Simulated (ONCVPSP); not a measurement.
# Fluorine: generating and testing an ONCV potential

Task: generate the file, and judge it by its errors in other configurations, its logarithmic derivatives, its ghosts and its cutoff.

Method: ONCVPSP 4.0.1, PBE, scalar-relativistic.

## Step 1: The design

Typed settings, in words:

| Property | Result |
| --- | --- |
| element | fluorine (F, Z = 9) |
| type | optimised norm-conserving Vanderbilt (ONCV) |
| frozen core | [He] |
| valence charge | 7 |
| reference configuration | 2s2 2p4 (charge +1) |
| partial waves | 2s: rc 0.50 bohr, ncon 3, nbas 7, qcut 10.3 1/bohr, 2 projectors, debl 2.9 Ha; 2p: rc 1.20 bohr, ncon 5, nbas 9, qcut 12.1 1/bohr, 1 projector; d scattering state at 0.08 Ha: rc 1.20 bohr, ncon 4, nbas 8, qcut 6.9 1/bohr, 3 projectors, debl 2.5 Ha |
| local potential | polynomial inside 0.45 bohr (lpopt 5, dvloc0 6 Ha) |
| core correction | polynomial model core, fcfact 0.65 |

The outer shells as boxes (Hund's rule for the drawing; the calculation is spin-unpolarised):

```
[He] core
2s [↑↓]
2p [↑↓][↑ ][↑ ]
```

The nodes and maxima of the atom's own shells, from an earlier all-electron run, set the scale for the radii.

All-electron outer shells of the reference configuration (PBE, scalar-relativistic, ld1.x):

| shell | level (eV) | outermost node (bohr) | outermost maximum (bohr) |
| --- | --- | --- | --- |
| 1s | -684.12 | – | 0.11 |
| 2s | -47.39 | 0.24 | 0.75 |
| 2p | -28.31 | – | 0.68 |

## Step 2: Generation

Contents of F.dat:

```
# ATOM AND REFERENCE CONFIGURATION
# atsym  z   nc   nv     iexc    psfile
  F 9.00    1    2        4      upf
#
#   n    l    f
    1    0    2.00
    2    0    2.00
    2    1    4.00
#
# PSEUDOPOTENTIAL AND OPTIMIZATION
# lmax
    2
#
#   l,   rc,      ep,       ncon, nbas, qcut
    0    0.50    0.00    3    7   10.30
    1    1.20    0.00    5    9   12.10
    2    1.20    0.08    4    8    6.90
#
# LOCAL POTENTIAL
# lloc, lpopt,  rc(5),   dvloc0
    4    5    0.45    6.00
#
# VANDERBILT-KLEINMAN-BYLANDER PROJECTORs
# l, nproj, debl
    0    2    2.90
    1    1    2.30
    2    3    2.50
#
# MODEL CORE CHARGE
# icmod, fcfact, rcfact
    1    0.65    0.00
#
# LOG DERIVATIVE ANALYSIS
# epsh1, epsh2, depsh
   -3.00    5.00    0.02
#
# OUTPUT GRID
# rlmax, drl
    6.00    0.01
#
# TEST CONFIGURATIONS
# ncnf
    4
# nvcnf
#   n    l    f
    2
    2    0    2.00
    2    1    5.00
#
    2
    2    0    2.00
    2    1    3.00
#
    2
    2    0    2.00
    2    1    2.00
#
    2
    2    0    1.00
    2    1    6.00
#
```

On the command line:

```
oncvpsp.x < F.dat > F.out
```

What does the calculation give? Wanted: cutoffs for 1 and 0.1 mHa per electron, occupied waves; bound ghosts; GHOST(+) flags; largest test error; largest phase difference near zero energy, channels read; rms error of d²Exc/dn², without and with the model core.

The runs gave:

| quantity | value |
| --- | --- |
| cutoffs for 1 and 0.1 mHa per electron, occupied waves | 225 Ha and 767 Ha |
| bound ghosts | s at -578.20 eV |
| GHOST(+) flags | none at low energy |
| largest test error (AE − PS) | +174 meV, for 2s2 2p2 |
| largest phase difference near zero energy, channels read | 0.003 rad |
| rms error of d²Exc/dn², without and with the model core | 2.40 and 1.90 mHa |

**Reading.** A bound ghost (s) makes it unfit for use: electrons can fall into a state that the atom doesn't have. By total energies transferability is fair for so large an energy: the largest error is 174 meV on 99.0 eV, for 2s2 2p2. That test lies far up in energy; among those under 40 eV, nearer to bonding, the largest error is 40 meV. It counts as very hard, with 225 Ha needed at the looser tolerance. The tighter tolerance needs 767 Ha, and converged work needs a cutoff nearer that. At the looser tolerance the 2s wave is the slowest; 2p needs 53 Ha. Near zero energy the phases of the channels with partial waves agree within 0.003 rad.
